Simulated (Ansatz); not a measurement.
# Ge2Sb2Te5: the cost of one run

Program: Ansatz 0.2.0. Level of theory: DFT PBEsol, scalar-relativistic, plane waves, PAW. These are calculated values, not measurements.

2 further runs of the same task are left out: 2 set aside as unsound or not needed. Runs told in other sessions of the task aren't counted.

### Step 1. The structure to begin with

It takes space group P-3m1 (No. 164, trigonal). The conventional cell has a = 4.202 Å, b = 4.202 Å, c = 17.106 Å, α = 90.00°, β = 90.00°, γ = 120.00°. Ge (site symmetry 3m) is surrounded by 6 Te at 2.81 to 3.17 Å. Sb (site symmetry 3m) has 6 Te at 2.99 to 3.14 Å in its first shell of neighbours. Around Te (site symmetry -3m) lie 6 Sb at 3.14 Å. Te (site symmetry 3m) is surrounded by 3 Sb at 2.99 Å and 3 Ge at 3.17 Å. Te (site symmetry 3m) has 3 Ge at 2.81 Å in its first shell of neighbours.

Coordinates:

```cif
data_structure
_symmetry_space_group_name_H-M 'P-3m1'
_symmetry_Int_Tables_number 164
_cell_length_a 4.2017
_cell_length_b 4.2017
_cell_length_c 17.1061
_cell_angle_alpha 90.000
_cell_angle_beta 90.000
_cell_angle_gamma 120.000
_cell_volume 261.54
loop_
_atom_site_label
_atom_site_type_symbol
_atom_site_symmetry_multiplicity
_atom_site_Wyckoff_symbol
_atom_site_fract_x
_atom_site_fract_y
_atom_site_fract_z
_atom_site_occupancy
Ge1 Ge 2 c 0.00000 0.00000 0.33811 1
Sb1 Sb 2 d 0.33333 0.66667 0.11669 1
Te1 Te 1 a 0.00000 0.00000 0.00000 1
Te2 Te 2 d 0.33333 0.66667 0.78106 1
Te3 Te 2 d 0.33333 0.66667 0.42068 1
```

It goes back to an entry of the Materials Project, which need not be the stable form.

This cell was relaxed beforehand with the same method: volume 29.06 Å³/atom, gap on the mesh none (metal).

### Step 2. Zero of energy

The reference gives a free energy of -55831.5456 eV, pressure 0.00 GPa, largest force 0.008 eV/Å and gap on the mesh none (metal). It was computed beforehand with the settings of the runs below.

### Step 3. Next: a sublattice displacement scan

Every Sb atom is moved by x along the Cartesian unit vector (1.000, 0.000, 0.000); the cell and all other atoms stay fixed. Forces below are components along that vector, summed over the moved atoms.

### Step 4. Point x = -0.100 Å

Input file input.yaml:

```yaml
crystal:
  lattice:
    - [4.2017340711, 0.0, 0.0]
    - [-2.1008670355, 3.6388084455, 0.0]
    - [0.0, 0.0, 17.1060849616]
  atoms:
    - { symbol: Ge, position: [0.0, 0.0, 0.3381076066] }
    - { symbol: Ge, position: [0.0, 0.0, 0.6618923934] }
    - { symbol: Sb, position: [0.3095336358, 0.6666666667, 0.1166940745] }
    - { symbol: Sb, position: [0.6428669691, 0.3333333333, 0.8833059255] }
    - { symbol: Te, position: [0.0, 0.0, 0.0] }
    - { symbol: Te, position: [0.3333333333, 0.6666666667, 0.7810582628] }
    - { symbol: Te, position: [0.6666666667, 0.3333333333, 0.2189417372] }
    - { symbol: Te, position: [0.3333333333, 0.6666666667, 0.4206821731] }
    - { symbol: Te, position: [0.6666666667, 0.3333333333, 0.5793178269] }
basis:
  ecutwfc: 420
kpoints:
  mp_grid: { grid: [12, 12, 4] }
hamiltonian:
  xc: pbesol
scf:
  occupations: { method: gaussian, width: 0.15 }
output:
  forces: true
  stress: true
  eigenvalues: true
```

Command:

```console
$ ansatz run input.yaml --threads 2 --pin off --max-ram 5120MiB --backend cpu --events-out ev --progress --plain --runs-dir out
```

What time and memory should one allow on 2 threads of Intel Xeon 6975P-C (Granite Rapids), shared host?

About 82 s, with a peak of 2.3 GiB.
